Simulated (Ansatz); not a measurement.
**Ga(OH)3 (GaH3O3): geometry, orbitals and charge**

What does Ga(OH)3 (GaH3O3) look like as a singlet, and where do its frontier electrons sit?

Computed with Ansatz 0.2.0, Gaussian basis. Level: RKS PBE0-D4/def2-TZVP.

Plan: relaxation at PBE-D4/def2-SVP; a search for the lowest solution at PBE0-D4/def2-SVP; a single point at PBE0-D4/def2-TZVP.

### 1 The starting structure

7 atoms, charge 0, spin multiplicity 1.

Atoms are counted from 1 here; the program's logs count them from 0.

Bond lengths: Ga1–O2 1.738 Å, Ga1–O4 1.738 Å, Ga1–O6 1.739 Å, O2–H3 0.957 Å, O4–H5 0.957 Å, O6–H7 0.957 Å. Angles: O2–Ga1–O4 120.0°, O2–Ga1–O6 119.8°, O4–Ga1–O6 120.2°, Ga1–O2–H3 116.6°, Ga1–O4–H5 116.2°, Ga1–O6–H7 116.6°.

Coordinates:

```mol
GaH3O3
  3D, bonds by distance, orders not assigned

  7  6  0  0  0  0  0  0  0  0999 V2000
   -0.0020    0.0022   -0.0024 Ga  0  0
    1.6416    0.3162    0.4688 O   0  0
    2.2519   -0.4181    0.4107 H   0  0
   -1.1872    1.2708    0.0804 O   0  0
   -0.8757    2.1210    0.3888 H   0  0
   -0.4555   -1.5842   -0.5518 O   0  0
   -1.3731   -1.7080   -0.7944 H   0  0
  1  2  8  0
  1  4  8  0
  1  6  8  0
  2  3  8  0
  4  5  8  0
  6  7  8  0
M  END
```

The start is a GFN2-xTB geometry.

### 2 Optimising with PBE-D4/def2-SVP

Input file in.yaml:

```yaml
crystal:
  periodic: [false, false, false]
  atoms:
    - {symbol: Ga, position_ang: [-0.002000, 0.002210, -0.002430]}
    - {symbol: O, position_ang: [1.641620, 0.316180, 0.468760]}
    - {symbol: H, position_ang: [2.251900, -0.418090, 0.410690]}
    - {symbol: O, position_ang: [-1.187210, 1.270810, 0.080400]}
    - {symbol: H, position_ang: [-0.875730, 2.121030, 0.388780]}
    - {symbol: O, position_ang: [-0.455490, -1.584160, -0.551820]}
    - {symbol: H, position_ang: [-1.373090, -1.707970, -0.794390]}
basis:
  gaussian: {orbitals: def2-SVP}
hamiltonian: {xc: pbe, dispersion: d4}
scf: {omitted_lower_state_checks: [starts]}
output: {orbitals: {seedname: orbitals}}
relax: {f_tol: 0.02, max_steps: 100}
```

The run is started by

```sh
ansatz run in.yaml --threads 4 --pin off --events-out ev --progress --plain --max-ram 3916MiB
```

After this run come: Searching for the lowest solution, PBE0-D4/def2-SVP; Single point, PBE0-D4/def2-TZVP.

Q: Predict the results of all the runs planned. Wanted: point group; commonest bond, hydrogen aside; HOMO, LUMO at PBE0-D4/def2-TZVP; dipole at PBE-D4/def2-SVP.

As calculated:

| quantity | value |
| --- | --- |
| point group | C3h |
| commonest bond, hydrogen aside | Ga–O, 3 of mean length 1.796 Å |
| HOMO, LUMO at PBE0-D4/def2-TZVP | -8.95, -1.05 eV |
| dipole at PBE-D4/def2-SVP | 0.00 D |

The molecule keeps its bonding pattern by the stored test; the atoms moved 0.05 Å (rms). No usable vibrations, so a minimum isn't proven.
